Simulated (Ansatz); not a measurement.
# CrSbC3: the cost of one run

Computed with Ansatz 0.2.0 (DFT PBE, scalar-relativistic, plane waves, PAW, unless a step's input says otherwise).

## Step 1: The structure to begin with

Symmetry: Pm-3m, No. 221, cubic system. The conventional cell has a = 3.894 Å, b = 3.894 Å, c = 3.894 Å, α = 90.00°, β = 90.00°, γ = 90.00°. Cr (site symmetry m-3m) has 6 C at 1.95 Å in its first shell of neighbours. Sb (site symmetry m-3m) has 12 C at 2.75 Å in its first shell of neighbours. Around C (site symmetry 4/mmm) lie 2 Cr at 1.95 Å and 4 Sb at 2.75 Å.

Structure file:

```
CELL_PARAMETERS angstrom
3.89418 0.00000 0.00000
0.00000 3.89418 0.00000
0.00000 0.00000 3.89418
ATOMIC_POSITIONS crystal
Cr 0.50000 0.50000 0.50000
Sb 0.00000 0.00000 0.00000
C 0.00000 0.50000 0.50000
C 0.50000 0.00000 0.50000
C 0.50000 0.50000 0.00000
```

(A quick probe on a coarse mesh, which set the mesh and smearing, is not shown.)

## Step 3: The relaxation

Contents of input.yaml:

```yaml
crystal:
  lattice:
    - [3.8941753228, 0.0, 0.0]
    - [0.0, 3.8941753228, 0.0]
    - [0.0, 0.0, 3.8941753228]
  atoms:
    - { symbol: Cr, position: [0.5, 0.5, 0.5] }
    - { symbol: Sb, position: [0.0, 0.0, 0.0] }
    - { symbol: C, position: [0.0, 0.5, 0.5] }
    - { symbol: C, position: [0.5, 0.0, 0.5] }
    - { symbol: C, position: [0.5, 0.5, 0.0] }
basis:
  ecutwfc: 420
kpoints:
  mp_grid: { grid: [10, 10, 10] }
hamiltonian:
  xc: pbe
scf:
  occupations: { method: gaussian, width: 0.1 }
output:
  forces: true
  stress: true
  eigenvalues: true
relax:
  adjacent_minimum: "off"
  f_tol: 0.01
  max_steps: 80
  cell: { stress_tol: 0.05 }
```

Launch:

```console
> ansatz run input.yaml --threads 1 --pin off --max-ram 2560MiB --backend cpu --events-out ev --progress --plain --runs-dir out
```

What time and memory should one allow on 1 thread of Arm Neoverse V1, shared host?

About 21 s, with a peak of 0.39 GiB.
